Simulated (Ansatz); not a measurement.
**C2H9SbSi: a ladder of functionals and wavefunction methods**

One table from this session's results is given with a row withheld; the runs are named, their logs left out.

The runs use Ansatz 0.2.0, Gaussian basis; functionals in def2-TZVPP, the program's frozen cores in correlated methods.

Plan: LDA (SPW92), PBE-D4, revPBE-D4, BLYP-D4, r2SCAN-D4, B97M-V, PBE0-D4, B3LYP-D4, r2SCANh-D4, r2SCAN0-D4, HSE06-D4, BHLYP-D4, CAM-B3LYP-D4, LC-ωPBE, ωB97X-V, ωB97M-V, B2PLYP, PBE-QIDH; CCSD(T)/def2-SVP; CCSD(T)/def2-TZVPP; MP2/def2-QZVPP; extrapolation to the limit; RPA on PBE.

### Structure used throughout

The geometry comes from an earlier relaxation with PBE0-D4 in a triple-zeta def2 set; it is a stationary point, not always the lowest conformer. Sb takes the def2 core potential; no spin-orbit term is included.

13 atoms, charge 0, spin multiplicity 1.

Atoms are counted from 1 here; the program's logs count them from 0.

Bond lengths: C1–C2 1.518 Å, C1–H5 1.095 Å, C1–H6 1.093 Å, C1–H7 1.093 Å, C2–Sb3 2.180 Å, C2–H8 1.093 Å, C2–H9 1.091 Å, Sb3–Si4 2.570 Å, Sb3–H10 1.713 Å, Si4–H11 1.487 Å, Si4–H12 1.489 Å, Si4–H13 1.489 Å. Angles: C2–C1–H5 111.1°, C2–C1–H6 111.5°, C2–C1–H7 111.7°, H5–C1–H6 107.4°, H5–C1–H7 107.4°, H6–C1–H7 107.5°, C1–C2–Sb3 111.9°, C1–C2–H8 111.2°, C1–C2–H9 111.6°, Sb3–C2–H8 106.0°, Sb3–C2–H9 108.2°, H8–C2–H9 107.7°, C2–Sb3–Si4 94.2°, C2–Sb3–H10 93.8°, Si4–Sb3–H10 90.7°, Sb3–Si4–H11 110.3°, Sb3–Si4–H12 111.8°, Sb3–Si4–H13 109.1° and more.

Set-up of the first run:

File in.yaml:

```yaml
crystal:
  periodic: [false, false, false]
  atoms:
    - {symbol: C, position_ang: [-0.524394, 2.248866, 0.158207]}
    - {symbol: C, position_ang: [-0.525428, 0.744698, 0.363194]}
    - {symbol: Sb, position_ang: [1.455407, -0.117756, 0.069119]}
    - {symbol: Si, position_ang: [0.588521, -2.532735, -0.070342]}
    - {symbol: H, position_ang: [-1.518030, 2.671290, 0.337610]}
    - {symbol: H, position_ang: [-0.235988, 2.514257, -0.862056]}
    - {symbol: H, position_ang: [0.171663, 2.749257, 0.836455]}
    - {symbol: H, position_ang: [-0.818503, 0.484475, 1.383076]}
    - {symbol: H, position_ang: [-1.217574, 0.247218, -0.317171]}
    - {symbol: H, position_ang: [1.390888, 0.025444, -1.636425]}
    - {symbol: H, position_ang: [1.627817, -3.422488, -0.654082]}
    - {symbol: H, position_ang: [-0.647624, -2.629393, -0.894202]}
    - {symbol: H, position_ang: [0.273643, -3.017834, 1.301316]}
basis:
  gaussian: {orbitals: def2-TZVPP}
hamiltonian: {xc: lda}
output: {orbitals: {seedname: orbitals}}
```

Started as:

```bash
ansatz run in.yaml --threads 4 --pin off --events-out ev --progress --plain --max-ram 10444MiB
```

Steps of the session up to this table: LDA; PBE-D4 (GGA); revPBE-D4 (GGA); BLYP-D4 (GGA); r2SCAN-D4 (meta-GGA); B97M-V (meta-GGA); PBE0-D4 (hybrid); B3LYP-D4 (hybrid); r2SCANh-D4 (hybrid); r2SCAN0-D4 (hybrid); HSE06-D4 (hybrid); BHLYP-D4 (hybrid); CAM-B3LYP-D4 (range-separated); LC-ωPBE (range-separated); ωB97X-V (range-separated); ωB97M-V (range-separated); B2PLYP (double hybrid); PBE-QIDH (double hybrid).

One table of the session follows, with a row left open; its other results are not shown here.

It belongs to the step «Orbital energies across the functionals». 

| functional | HOMO (eV) | gap (eV) |
| --- | --- | --- |
| LDA (SPW92) | -5.99 | 4.61 |
| PBE-D4 | -5.85 | 4.67 |
| revPBE-D4 | -5.80 | 4.71 |
| BLYP-D4 | -5.72 | 4.64 |
| r2SCAN-D4 | -6.07 | 5.13 |
| B97M-V | -6.08 | 4.95 |
| PBE0-D4 | -6.80 | 6.36 |
| B3LYP-D4 | ? | ? |
| r2SCANh-D4 | -6.42 | 5.74 |
| r2SCAN0-D4 | -6.95 | 6.66 |
| HSE06-D4 | -6.42 | 5.61 |
| BHLYP-D4 | -7.64 | 7.96 |
| CAM-B3LYP-D4 | -8.00 | 8.47 |
| LC-ωPBE | -9.21 | 10.76 |
| ωB97X-V | -8.92 | 10.33 |
| ωB97M-V | -8.82 | 9.97 |

Estimate the missing values for B3LYP-D4.

Worked estimate for «HOMO (eV)». Against the share of exact exchange, BLYP-D4 (0, -5.72), BHLYP-D4 (0.5, -7.64) give a slope of -3.84 per unit share; at 0.2 the line stands at -6.49.

As computed: HOMO (eV): -6.63; gap (eV): 5.98. In «HOMO (eV)» the line misses by +0.14.
